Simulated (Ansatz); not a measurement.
# CH4ClGa: the cost of one run

All numbers below are computed with Ansatz 0.2.0 (RKS PBE-D4/def2-SVP).

### Step 1. The system as given

Bond lengths: Ga1–H2 1.570 Å, Ga1–C3 1.980 Å, C3–H4 1.110 Å, C3–H5 1.110 Å, C3–H6 1.110 Å, Ga1–Cl7 2.240 Å. Angles: H2–Ga1–C3 120.0°, H2–Ga1–Cl7 120.0°, C3–Ga1–Cl7 120.0°, Ga1–C3–H4 109.5°, Ga1–C3–H5 109.5°, Ga1–C3–H6 109.5°, H4–C3–H5 109.4°, H4–C3–H6 109.4°, H5–C3–H6 109.4°.

Coordinates:

```xyz
7

Ga    0.0000    0.0000    0.0000
H     0.0000    0.0000    1.5700
C     1.7147    0.0000   -0.9900
H     2.0443   -1.0462   -1.1602
H     1.5782    0.5080   -1.9674
H     2.4842    0.5381   -0.3982
Cl   -1.9398    0.0000   -1.1200
```

### Step 2. Preparing the start

Input file input.yaml:

```yaml
crystal:
  periodic: [false, false, false]
  atoms:
    - { symbol: Ga, position_ang: [0.0, 0.0, 0.0] }
    - { symbol: H, position_ang: [0.0, 0.0, 1.57] }
    - { symbol: C, position_ang: [1.7147, 0.0, -0.99] }
    - { symbol: H, position_ang: [2.0443, -1.0462, -1.1602] }
    - { symbol: H, position_ang: [1.5782, 0.508, -1.9674] }
    - { symbol: H, position_ang: [2.4842, 0.5381, -0.3982] }
    - { symbol: Cl, position_ang: [-1.9398, 0.0, -1.12] }
basis:
  gaussian: { orbitals: def2-SVP }
hamiltonian:
  xc: pbe
  dispersion: d4
relax:
  f_tol: 0.02
  max_steps: 40
output:
  orbitals: {}
```

Launch:

```bash
ansatz run input.yaml --threads 1 --pin off --max-ram 2048MiB --backend cpu --events-out ev --progress --plain --runs-dir out
```

Q: Estimate wall time and peak memory on 1 thread of Arm Neoverse V2, shared host.

About 13 s, with a peak of 0.12 GiB.
